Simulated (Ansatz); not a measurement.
Predict the output of the script below (Ansatz 0.2.0, Python API).

`mn3gac_deck.py`:
```python
"""Single point of Mn3GaC through the engine session."""

import warnings

import ansatz
import numpy as np
import pandas as pd

warnings.simplefilter("ignore", ansatz.DeckWarning)

config = {
    "crystal": {
        "lattice": [[3.896, 0.0, 0.0], [0.0, 3.896, 0.0], [0.0, 0.0, 3.896]],
        "atoms": [
            {"symbol": "Mn", "position": [0.0, 0.5, 0.5], "spin": 4.0},
            {"symbol": "Mn", "position": [0.5, 0.0, 0.5], "spin": 4.0},
            {"symbol": "Mn", "position": [0.5, 0.5, 0.0], "spin": 4.0},
            {"symbol": "Ga", "position": [0.0, 0.0, 0.0]},
            {"symbol": "C", "position": [0.5, 0.5, 0.5]},
        ],
    },
    "magnetization": {"spin_polarized": True},
    "kpoints": {"mp_grid": {"grid": [6, 6, 6]}},
    "hamiltonian": {"xc": "pbesol"},
    "scf": {"occupations": {"method": "cold", "width": 0.05}},
    "output": {"forces": True, "stress": True},
}

planned = ansatz.Session.from_dict(config).plan(threads=1, pin="off")
res = planned.execute()
rep = res.report

for key in ("converged", "n_iterations", "n_electrons", "n_kpoints", "n_pw", "n_symmetry_ops", "free_energy_ev", "fermi_energy_ev"):
    print(f"{key:18s} {rep[key]}")

# forces, one row an atom
table = pd.DataFrame(rep["forces_ev_ang"], columns=["fx", "fy", "fz"])
table.insert(0, "atom", [site["symbol"] for site in rep["lattice"]["sites"]])
print(table.round(4).to_string())

# pressure is a third of the trace
sigma = rep["stress_gpa"]
voigt = [sigma[0][0], sigma[1][1], sigma[2][2], sigma[1][2], sigma[0][2], sigma[0][1]]
print("stress xx yy zz yz xz xy (GPa, compression positive):", " ".join(f"{s:.3f}" for s in voigt))
print("P =", round(10 * float(np.mean(voigt[:3])), 2), "kbar")

print(f"net moment {rep['magnetization_mub']:.3f} muB, absolute {rep['absolute_magnetization_mub']:.3f} muB")
for index, (site, m) in enumerate(zip(res.lattice.sites, rep["site_moments_mub"])):
    print(f"  {index:2d} {site.symbol:2s} {m:7.3f}")

used = rep["setup"]
print("cutoffs (eV):", used["ecut_ev"], used["ecutrho_ev"], " FFT grid:", used["fft_dense"])
print("cell volume {:.3f} A^3, {} symmetry operations".format(used["cell_volume_ang3"], used["n_sym_ops"]))
```

```console
$ python mn3gac_deck.py
converged          True
n_iterations       15
n_electrons        62.0
n_kpoints          20
n_pw               1189
n_symmetry_ops     48
free_energy_ev     -15596.604192283634
fermi_energy_ev    15.384563361307462
  atom   fx   fy   fz
0   Mn  0.0 -0.0  0.0
1   Mn  0.0 -0.0 -0.0
2   Mn  0.0  0.0  0.0
3   Ga -0.0  0.0  0.0
4    C  0.0  0.0 -0.0
stress xx yy zz yz xz xy (GPa, compression positive): -14.899 -14.899 -14.899 0.000 0.000 0.000
P = -148.99 kbar
net moment 5.837 muB, absolute 6.568 muB
   0 Mn   1.782
   1 Mn   1.782
   2 Mn   1.782
   3 Ga  -0.115
   4 C   -0.159
cutoffs (eV): 420.0 1680.0  FFT grid: [27, 27, 27]
cell volume 59.137 A^3, 48 symmetry operations
```

Total energies depend on the potentials; only differences at equal settings carry meaning. A total without «per atom» is that of the cell as typed. The magnetic order follows from the starting moments and needn't be the lowest. For a metal this k-point mesh is coarse: on a finer one energies can move by several to tens of meV an atom and pressures by half a GPa or more, differences at one mesh by less. An absolute Fermi energy rests on an arbitrary zero of the periodic potential and has no direct meaning. At these settings the cell as given stands under about -15 GPa, so it isn't at this functional's equilibrium volume. The structure is a deposited one; some such entries were measured under pressure or heat, so a shift against it needn't be the functional's error alone. Hardware and time: 11 s on 1 thread of Arm Neoverse V2, with other jobs on the host, peak memory 0.54 GiB.

(Lines on the test bed's own set-up are left out of the output.)
